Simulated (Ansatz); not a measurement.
I need a band structure of Li₂Pd, space group P6/mmm. Use the Python package of Ansatz (0.2.0). Level of theory: PBEsol, PAW, the default cutoff (420 eV here), 7×7×9 k-points, Methfessel-Paxton smearing of 0.05 eV, D4 dispersion.

Contents of `li2pd.extxyz`:
```text
3
Lattice="4.222 0.0 0.0 -2.111 3.65635925 0.0 0.0 0.0 2.724" Properties=species:S:1:pos:R:3 pbc="T T T"
Li   -0.00000000    2.43757284    1.36200000
Li    2.11100000    1.21878642    1.36200000
Pd    0.00000000    0.00000000    0.00000000
```

The script, `bands_li2pd.py`:
```python
import warnings

import ansatz as az
from ase.data import atomic_numbers
import numpy as np
import spglib

FUNCTIONAL = 'pbesol'
VDW = 'D4'
SCF_TOL = 1e-07
FILLING = 'methfessel_paxton'
SMEARING_WIDTH = 0.05
KGRID = (7, 7, 9)
EXTRA_BANDS = 8

warnings.simplefilter('ignore', az.DeckWarning)

cell = az.Crystal.from_extxyz('li2pd.extxyz')

path = [
    ('G', (0.0, 0.0, 0.0)),
    ('M', (0.5, 0.0, 0.0)),
    ('K', (0.33333, 0.33333, 0.0)),
    ('G', (0.0, 0.0, 0.0)),
    ('A', (0.0, 0.0, 0.5)),
    ('L', (0.5, 0.0, 0.5)),
    ('H', (0.33333, 0.33333, 0.5)),
    ('A', (0.0, 0.0, 0.5)),
]
job = (
    cell.calculation()
    .functional(FUNCTIONAL, dispersion=VDW)
    .scf(tolerance=SCF_TOL)
    .occupations(FILLING, width=SMEARING_WIDTH)
    .kpoints(*KGRID, center='gamma')
    .band_structure([point for _, point in path], intervals=8)
    .scf(extra_bands=EXTRA_BANDS)
    .potential()
)
planned = job.session().plan(threads=1)
facts = planned.describe()
print('plan:', facts['n_bands'], 'bands,', len(facts['kpoints_frac']), 'k-points, plane waves', facts['n_pw_range'], 'grid', facts['fft_dense'])
res = planned.execute()
rep = res.report

n_atoms = len(rep['lattice']['sites'])
print('F =', round(rep['free_energy_ev'], 4), 'eV for', n_atoms, 'atoms')
print('E(sigma -> 0) =', round(rep['energy_sigma0_ev'], 4), 'eV, TS =', round(rep['entropy_ts_ev'], 5), 'eV')
print('closed by', rep['closed_by'], 'after', rep['n_iterations'], 'iterations')

spg_cell = (res.lattice.cell_ang, [s.position_frac for s in res.lattice.sites], [atomic_numbers[s.symbol] for s in res.lattice.sites])
for tolerance in (1e-5, 1e-3, 1e-1):
    print(f'symprec {tolerance:g} A: {spglib.get_spacegroup(spg_cell, symprec=tolerance)}')
print('operations used by the run:', rep['n_symmetry_ops'])

v = res.potential()
line = v.v_es_ev.mean(axis=(0, 1))
print('planar mean of the electrostatic potential along the third grid axis (eV):')
print(np.round(line[:: max(len(line) // 12, 1)], 3))

bands = res.band_structure()
fermi = bands.fermi_energy_ev
print(f'zero of the bands: {fermi:.3f} eV, the Fermi level found on the SCF mesh')
for spin, channel in enumerate(bands.channels):
    print('channel', spin, '- computed levels within 4 eV of the Fermi level')
    for i, (label, _) in enumerate(path):
        levels = channel.eigenvalues_ev[i * 8] - fermi
        print(f'  {label:3s}', ' '.join(f'{e:7.3f}' for e in levels if abs(e) < 4))
```

```console
$ python bands_li2pd.py
plan: 20 bands, 40 k-points, plane waves [795, 836] grid [30, 30, 20]
F = -7313.8486 eV for 3 atoms
E(sigma -> 0) = -7313.8483 eV, TS = 0.00095 eV
closed by deck_thresholds after 5 iterations
symprec 1e-05 A: P6/mmm (191)
symprec 0.001 A: P6/mmm (191)
symprec 0.1 A: P6/mmm (191)
operations used by the run: 24
planar mean of the electrostatic potential along the third grid axis (eV):
[1.789 2.065 2.798 3.746 4.754 5.519 5.734 5.417 4.751 4.136 3.89  4.136
 4.751 5.417 5.734 5.519 4.754 3.746 2.798 2.065]
zero of the bands: 8.466 eV, the Fermi level found on the SCF mesh
channel 0 - computed levels within 4 eV of the Fermi level
  G    -3.823  -3.054  -3.054  -1.251  -1.251
  M    -3.443  -2.294  -1.926  -1.834  -1.338  -1.268   0.696
  K    -2.837  -2.837  -2.392  -1.310  -1.310  -0.681  -0.681
  G    -3.823  -3.054  -3.054  -1.251  -1.251
  A    -3.328  -3.323  -3.323  -2.231  -2.231   0.522   1.532
  L    -3.667  -3.520  -2.669  -1.897  -1.280   0.565   1.126   3.666
  H    -3.626  -3.626  -2.285  -2.285  -1.260   1.228   2.075   2.075
  A    -3.328  -3.323  -3.323  -2.231  -2.231   0.522   1.532
```

Absolute energies stand on the zero of these potentials, so only differences at equal settings mean something. A total without «per atom» is that of the cell as typed. No spin polarisation was allowed. Dispersion corrections can be off by several per cent in the lattices of metals, and by several GPa in the pressure at a fixed cell. The mesh is modest for a metal, so energies can be off by several to tens of meV an atom and pressures by half a GPa or more; differences at equal mesh fare better. The structure is a deposited one; some such entries were measured under pressure or heat, so a shift against it needn't be the functional's error alone. Gaps and levels are Kohn-Sham values on a finite set of k-points, without spin-orbit coupling. The whole script took 4 s on 1 thread of Arm Neoverse V1, on a shared host, peak memory 0.37 GiB.
